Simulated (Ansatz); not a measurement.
# C (Graphite): the cost of one run

Computed with Ansatz 0.2.0 (DFT PBE+D3(BJ), scalar-relativistic, plane waves, PAW, unless a step's input says otherwise).

The COD entry's cell or inner coordinates are ideal or old and differ from later refinements, so a difference from it is no clean test against experiment.

1 further run of the same task is left out (set aside as unsound or not needed).

### 1 The starting structure

The structure is hexagonal, space group P6_3/mmc (No. 194). The conventional cell has a = 2.456 Å, b = 2.456 Å, c = 6.696 Å, α = 90.00°, β = 90.00°, γ = 120.00°. C (site symmetry -6m2) has 3 C at 1.42 Å as nearest neighbours.

Coordinates:

```xyz
4
Lattice="2.4560 0.0000 0.0000 -1.2280 2.1270 0.0000 0.0000 0.0000 6.6960" Properties=species:S:1:pos:R:3 pbc="T T T"
C     0.0000    0.0000    5.0220
C     0.0000    0.0000    1.6740
C     0.0000    1.4180    5.0220
C     1.2280    0.7090    1.6740
```

Source of the structure: the Crystallography Open Database.

(A quick probe on a coarse mesh, which set the mesh and smearing, is not shown.)

### 3 Coarse relaxation

Contents of input.yaml:

```yaml
crystal:
  lattice:
    - [2.456, 0.0, 0.0]
    - [-1.228, 2.1269583917, 0.0]
    - [0.0, 0.0, 6.696]
  atoms:
    - { symbol: C, position: [0.0, 0.0, 0.75] }
    - { symbol: C, position: [0.0, 0.0, 0.25] }
    - { symbol: C, position: [0.3333333333, 0.6666666667, 0.75] }
    - { symbol: C, position: [0.6666666667, 0.3333333333, 0.25] }
basis:
  ecutwfc: 240.0
kpoints:
  mp_grid: { grid: [9, 9, 4] }
hamiltonian:
  xc: pbe
  dispersion: d3bj
scf:
  occupations: { method: gaussian, width: 0.1 }
output:
  forces: true
  stress: true
  eigenvalues: true
relax:
  adjacent_minimum: "off"
  f_tol: 0.05
  max_steps: 80
  cell: { stress_tol: 0.5 }
```

The run is started by

```bash
$ ansatz run input.yaml --threads 1 --pin off --max-ram 2560MiB --backend cpu --events-out ev --progress --plain --runs-dir out
```

What time and memory should one allow on 1 thread of Intel Xeon Platinum 8375C at 2.90GHz (Ice Lake), shared host?

About 6.8 s, with a peak of 0.35 GiB.
